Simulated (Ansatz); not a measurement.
Task: vertical and adiabatic energies of changing the electron count of CH₃ClSb, SMILES [CH3][Sb][Cl], with Ansatz 0.2.0 through its Python package. Give the script and its output. Settings (for the species named): B3LYP, def2-SVP basis, multiplicity 2.

Contents of `ch3clsb.xyz`:
```text
6

C    -0.29170    0.46360   -0.28230
Sb   -0.08940   -0.58580    1.55520
Cl    1.49860   -2.04700    0.53450
H    -0.62380   -0.17150   -1.08870
H     0.63260    0.94290   -0.61750
H    -1.08430    1.33380   -0.14740
```

`adiabatic_ch3clsb.py`:
```python
"""How CH3ClSb relaxes after losing an electron."""

import itertools

import ansatz as az
from ase.data import atomic_numbers, covalent_radii
import numpy as np


def main() -> None:
    molecule = az.Crystal.molecule_from_extxyz("ch3clsb.xyz")

    job = (
        molecule.calculation()
        .basis(gaussian="def2-SVP")
        .functional("B3LYP")
        .spin("collinear", total=1)
    )
    symbols = [site.symbol for site in molecule.cartesian_sites]
    start = np.array([site.position_ang for site in molecule.cartesian_sites], dtype=float)
    report = job.relax(force_tolerance=0.01, max_steps=100).run().report
    end = np.array(report["positions_ang"])

    minimum = az.Crystal.molecule()
    for symbol, place in zip(symbols, end):
        minimum = minimum.atom(symbol, place.tolist())
    ion = minimum.calculation().basis(gaussian="def2-SVP").functional("B3LYP").charge(1)
    vertical = ion.run().report
    settled = ion.relax(force_tolerance=0.01, max_steps=80).run().report
    print(f"vertical ionisation energy   {vertical['free_energy_ev'] - report['free_energy_ev']:.3f} eV")
    print(f"adiabatic, no zero point     {settled['free_energy_ev'] - report['free_energy_ev']:.3f} eV")
    print(f"relaxation energy of the ion {vertical['free_energy_ev'] - settled['free_energy_ev']:.3f} eV")
    ionised = np.array(settled["positions_ang"])
    # pairs closer than 1.2 times the sum of covalent radii, before or after
    radius = [covalent_radii[atomic_numbers[s]] for s in symbols]
    span = lambda where, i, j: np.linalg.norm(where[i] - where[j])
    bonded = [(i, j) for i, j in itertools.combinations(range(len(symbols)), 2) if min(span(end, i, j), span(ionised, i, j)) < 1.2 * (radius[i] + radius[j])]
    print("pair        before    after (A)")
    for i, j in bonded:
        print(f"{symbols[i]}{i}-{symbols[j]}{j}".ljust(10), f"{span(end, i, j):8.4f} {span(ionised, i, j):8.4f}")


if __name__ == "__main__":
    main()
```

```console
$ python adiabatic_ch3clsb.py
vertical ionisation energy   8.012 eV
adiabatic, no zero point     7.924 eV
relaxation energy of the ion 0.088 eV
pair        before    after (A)
C0-Sb1       2.1911   2.1416
C0-H3        1.0997   1.1047
C0-H4        1.0997   1.1049
C0-H5        1.1012   1.1004
Sb1-Cl2      2.4084   2.3158
```

The energies are electronic: no zero-point or thermal terms, and the basis set is short of its limit. The product may relax into another structure. The relaxation finds the nearest minimum, so the adiabatic value is an upper bound. def2 sets replace the cores of elements past krypton by effective core potentials. The species is open-shell (spin multiplicity 2). b3lyp holds the VWN-RPA fit, as in Gaussian; the form of ORCA and Turbomole is b3lyp5. Only the spin states typed were run; another state of an ion can lie lower, by up to an eV or two. Timing: 64 s on 1 thread of Arm Neoverse V1 (shared host), peak memory 0.27 GiB.
